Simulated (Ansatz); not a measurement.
# C6H13N3Zr: a ladder of functionals and wavefunction methods

The task here is to estimate one member of a computed series from the others.

Program: Ansatz 0.2.0, Gaussian basis. Level of theory: functionals in def2-TZVPP, the program's frozen cores in correlated methods. These are calculated values, not measurements.

Plan: LDA (SPW92), PBE-D4, revPBE-D4, BLYP-D4, r2SCAN-D4, B97M-V, PBE0-D4, B3LYP-D4, r2SCANh-D4, r2SCAN0-D4, HSE06-D4, BHLYP-D4, CAM-B3LYP-D4, LC-ωPBE, ωB97X-V, ωB97M-V, B2PLYP, PBE-QIDH; CCSD(T)/def2-SVP; CCSD(T)/def2-TZVPP; MP2/def2-QZVPP; extrapolation to the limit; RPA on PBE.

## Structure used throughout

The geometry comes from an earlier relaxation with PBE0-D4 in a triple-zeta def2 set; it is a stationary point, not always the lowest conformer. Zr takes the def2 core potential; no spin-orbit term is included.

SMILES `C[C@@]12[C@H]3[C@H]4[C@H]5[C@@H]1[Zr]4532([NH2])([NH2])[NH2]`, 23 atoms, charge 0, spin multiplicity 1.

Atoms are counted from 1 here; the program's logs count them from 0.

Bond lengths: C1–C2 1.491 Å, C1–H11 1.094 Å, C1–H12 1.092 Å, C1–H13 1.092 Å, C2–C3 1.410 Å, C2–C6 1.417 Å, C2–Zr7 2.575 Å, C3–C4 1.414 Å, C3–Zr7 2.554 Å, C3–H14 1.081 Å, C4–C5 1.410 Å, C4–Zr7 2.529 Å, C4–H15 1.081 Å, C5–C6 1.410 Å, C5–Zr7 2.537 Å, C5–H16 1.080 Å, C6–Zr7 2.546 Å, C6–H17 1.082 Å and more. Angles: C2–C1–H11 110.7°, C2–C1–H12 111.3°, C2–C1–H13 111.4°, H11–C1–H12 107.7°, H11–C1–H13 107.3°, H12–C1–H13 108.2°, C1–C2–C3 126.6°, C1–C2–C6 126.3°, C1–C2–Zr7 122.1°, C3–C2–C6 107.0°, C3–C2–Zr7 73.2°, C6–C2–Zr7 72.8°, C2–C3–C4 108.7°, C2–C3–Zr7 74.9°, C2–C3–H14 125.5°, C4–C3–Zr7 72.9°, C4–C3–H14 125.8°, Zr7–C3–H14 117.4° and more.

The first run:

Input file in.yaml:

```yaml
crystal:
  periodic: [false, false, false]
  atoms:
    - {symbol: C, position_ang: [0.354044, 2.654131, -0.371808]}
    - {symbol: C, position_ang: [-0.406284, 1.507754, 0.203710]}
    - {symbol: C, position_ang: [-0.227887, 0.936527, 1.480349]}
    - {symbol: C, position_ang: [-1.199365, -0.073830, 1.663939]}
    - {symbol: C, position_ang: [-1.994474, -0.124466, 0.500849]}
    - {symbol: C, position_ang: [-1.498520, 0.837557, -0.402091]}
    - {symbol: Zr, position_ang: [0.314186, -0.935464, -0.170057]}
    - {symbol: N, position_ang: [-0.591785, -2.420565, -1.261451]}
    - {symbol: N, position_ang: [1.425003, -1.937500, 1.235406]}
    - {symbol: N, position_ang: [1.699176, -0.145037, -1.463118]}
    - {symbol: H, position_ang: [-0.157912, 3.599255, -0.167145]}
    - {symbol: H, position_ang: [0.455191, 2.559738, -1.454627]}
    - {symbol: H, position_ang: [1.354628, 2.726678, 0.060145]}
    - {symbol: H, position_ang: [0.540193, 1.211352, 2.189667]}
    - {symbol: H, position_ang: [-1.311107, -0.697804, 2.539062]}
    - {symbol: H, position_ang: [-2.813694, -0.804190, 0.320740]}
    - {symbol: H, position_ang: [-1.879371, 1.035533, -1.394918]}
    - {symbol: H, position_ang: [-1.397672, -2.366496, -1.867560]}
    - {symbol: H, position_ang: [-0.354177, -3.394797, -1.131991]}
    - {symbol: H, position_ang: [1.197442, -2.168149, 2.191341]}
    - {symbol: H, position_ang: [2.404922, -2.136730, 1.083772]}
    - {symbol: H, position_ang: [1.943027, -0.624727, -2.319315]}
    - {symbol: H, position_ang: [2.144446, 0.761240, -1.464912]}
basis:
  gaussian: {orbitals: def2-TZVPP}
hamiltonian: {xc: lda}
output: {orbitals: {seedname: orbitals}}
```

Started as:

```bash
$ ansatz run in.yaml --threads 4 --pin off --events-out ev --progress --plain --max-ram 66560MiB --backend cuda --devices 0, --max-vram 37GiB
```

Steps of the session up to this table: LDA; PBE-D4 (GGA); revPBE-D4 (GGA); BLYP-D4 (GGA); r2SCAN-D4 (meta-GGA); B97M-V (meta-GGA); PBE0-D4 (hybrid); B3LYP-D4 (hybrid); r2SCANh-D4 (hybrid); r2SCAN0-D4 (hybrid); HSE06-D4 (hybrid); BHLYP-D4 (hybrid); CAM-B3LYP-D4 (range-separated); LC-ωPBE (range-separated); ωB97X-V (range-separated); ωB97M-V (range-separated); B2PLYP (double hybrid); PBE-QIDH (double hybrid).

One table of the session follows, with a row left open; its other results are not shown here.

It belongs to the step «Frontier levels by functional». 

```
  functional  HOMO (eV)  gap (eV)
 LDA (SPW92)      -5.49      4.46
      PBE-D4      -5.28      4.48
   revPBE-D4      -5.19      4.49
     BLYP-D4      -5.16      4.48
   r2SCAN-D4      -5.52      4.92
      B97M-V      -5.58      4.98
     PBE0-D4          ?         ?
    B3LYP-D4      -6.31      6.17
  r2SCANh-D4      -6.01      5.72
  r2SCAN0-D4      -6.67      6.86
    HSE06-D4      -6.14      5.84
    BHLYP-D4      -7.46      8.17
CAM-B3LYP-D4      -7.79      8.63
     LC-ωPBE      -9.09     10.97
     ωB97X-V      -8.76     10.47
     ωB97M-V      -8.68      9.86
```

Q: Estimate the row for PBE0-D4 from the others.

**Answer.** HOMO (eV): -6.53; gap (eV): 6.61. In the column «HOMO (eV)» it lies between r2SCAN0-D4 (-6.67) and B3LYP-D4 (-6.31).
